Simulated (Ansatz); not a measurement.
# FH4NSi2: single point from an input written key by key

Wanted for FH4NSi2: a single point from an input written key by key.

All numbers are computed with Ansatz 0.2.0 through its Python package. Level of theory: B3LYP/def2-SVP.

**1. The system**

Bond lengths: F1–Si2 1.547 Å, Si2–N3 1.642 Å, Si2–Si4 2.256 Å, N3–Si4 1.600 Å, Si2–H5 1.495 Å, N3–H6 1.022 Å, Si4–H7 1.457 Å, Si4–H8 1.499 Å. Angles (14 of 15 angles, heavy atoms first): F1–Si2–N3 103.2°, F1–Si2–Si4 117.3°, N3–Si2–Si4 45.1°, Si2–N3–Si4 88.2°, Si2–Si4–N3 46.7°, F1–Si2–H5 115.5°, N3–Si2–H5 106.3°, Si4–Si2–H5 124.3°, Si2–N3–H6 109.6°, Si4–N3–H6 114.7°, Si2–Si4–H7 122.9°, Si2–Si4–H8 119.4°, N3–Si4–H7 112.2°, N3–Si4–H8 105.0°.

The script holds or builds the structure itself.

**2. Script**

Contents of deck_fh4nsi2.py:

```python
'''Run FH4NSi2 from an input written out key by key.'''

import ansatz as az

deck = {
    'crystal': {
        'periodic': [False, False, False],
        'atoms': [
            {'symbol': 'F', 'position_ang': [-1.0852, 1.9158, 0.1065]},
            {'symbol': 'Si', 'position_ang': [-0.2133, 0.9456, -0.7251]},
            {'symbol': 'N', 'position_ang': [0.6084, 0.1054, 0.4213]},
            {'symbol': 'Si', 'position_ang': [-0.1544, -1.2122, -0.0704]},
            {'symbol': 'H', 'position_ang': [0.8187, 1.5907, -1.5934]},
            {'symbol': 'H', 'position_ang': [0.3356, 0.4358, 1.3495]},
            {'symbol': 'H', 'position_ang': [0.7561, -2.1902, -0.6516]},
            {'symbol': 'H', 'position_ang': [-0.9738, -1.6479, 1.1074]},
        ],
    },
    'basis': {'gaussian': {'orbitals': 'def2-SVP', 'nuclear_model': 'gaussian'}},
    'hamiltonian': {'xc': 'b3lyp'},
}
session = az.Session.from_dict(deck)
report = session.plan(threads=1).execute().report

print(f'E = {report["free_energy_ev"]:.6f} eV = {report["free_energy_ev"] / 27.211386246:.7f} Ha')
print('converged:', report['converged'], ' doubts:', report['published_state_doubts'] or 'none')
symbols = ['F', 'Si', 'N', 'Si', 'H', 'H', 'H', 'H']
field = report['mean_field']
print('<S^2> =', round(abs(field['state']['spin_squared']), 4), ' all-electron relativity setting:', field['relativity'])
print('passes:', field['passes'])
if 'symmetry' in field:
    print('occupied orbitals by irrep:', field['symmetry']['occupied'])
```

**3. The run**

Started as:

```bash
$ python deck_fh4nsi2.py
```

Standard output:

```text
E = -20019.408656 eV = -735.6996985 Ha
converged: True  doubts: none
<S^2> = 0.0  all-electron relativity setting: none
passes: {'evaluations': 16, 'products': 11}
occupied orbitals by irrep: [{'A': 24}, {'A': 24}]
```

It took 2.8 s on 1 thread of Arm Neoverse V1, shared host; peak memory 0.2 GiB.

Lines on the test bed's own set-up are left out of the output.

**4. What the engine kept of the run**

The report of the run holds:

| item | value |
| --- | --- |
| SCF cycles in all | 19 |
| orbitals | 84 |
| total energy (eV) | -20019.40866 |

**5. The same input on the command line**

The engine's input of that run, saved to a file, gives the whole log.

Contents of input.yaml:

```yaml
crystal:
  periodic: [false, false, false]
  atoms:
    - { symbol: F, position_ang: [-1.0852, 1.9158, 0.1065] }
    - { symbol: Si, position_ang: [-0.2133, 0.9456, -0.7251] }
    - { symbol: "N", position_ang: [0.6084, 0.1054, 0.4213] }
    - { symbol: Si, position_ang: [-0.1544, -1.2122, -0.0704] }
    - { symbol: H, position_ang: [0.8187, 1.5907, -1.5934] }
    - { symbol: H, position_ang: [0.3356, 0.4358, 1.3495] }
    - { symbol: H, position_ang: [0.7561, -2.1902, -0.6516] }
    - { symbol: H, position_ang: [-0.9738, -1.6479, 1.1074] }
basis:
  gaussian: { orbitals: def2-SVP, nuclear_model: gaussian }
hamiltonian:
  xc: b3lyp
```

Started as:

```bash
$ ansatz run input.yaml --threads 1 --pin off --max-ram 4096MiB --backend cpu --events-out ev --progress --plain --runs-dir out
```

Standard output:

```text
Warning: RAYON_NUM_THREADS=1 ignored (pool sized by the plan → 1); use --threads N
Engine: ansatz 0.2.0, aarch64-unknown-linux-gnu
Functional definition: B3LYP
  parameter a0 = 0.2
  parameter ax = 0.72
  parameter ac = 0.81
  exchange = (1 - a0 - ax)*slater_x + ax*b88_x + a0*exact_x
  correlation = (1 - ac)*vwn_rpa_c + ac*lyp_c
806 factors; integrals over basis functions are off by at most 9.9e-4 eV
mean field evaluation 1: about -20010.6329 eV, gradient 6.8e1 eV
mean field evaluation 2: about -19968.8032 eV, gradient 1.3e2 eV
mean field evaluation 4: about -20019.1247 eV, gradient 1.3e1 eV
mean field evaluation 8: about -20019.4075 eV, gradient 5.9e-1 eV
mean field evaluation 16: about -20019.4084 eV, gradient 1.2e-4 eV
mean field -20019.40841950 eV, -735.6996897742 hartree, gradient 1.9e-5 eV, S^2 0.000000; 0 other end points of the search recorded, 0 dependent functions left out
reference -20019.40865590 eV, -735.6996984617 hartree; 24, 24 occupied and 60, 60 virtual orbitals, 806 factors
Total energy: -20019.40865590 eV, -735.6996984617 hartree
```

Wall time 2.7 s (1 thread of Arm Neoverse V1, shared host); peak memory 0.15 GiB.

Script and command line differ by 0.000 meV in the energy.

**6. Results**

| quantity | value |
| --- | --- |
| total energy | -20019.4087 eV |

The run converged in 19 cycles with 84 orbitals. Caveats:
- The geometry is a force-field or estimated start, not a minimum of this method, and the basis set is short of its limit.
- b3lyp holds the VWN-RPA fit, as in Gaussian; the form of ORCA and Turbomole is b3lyp5.
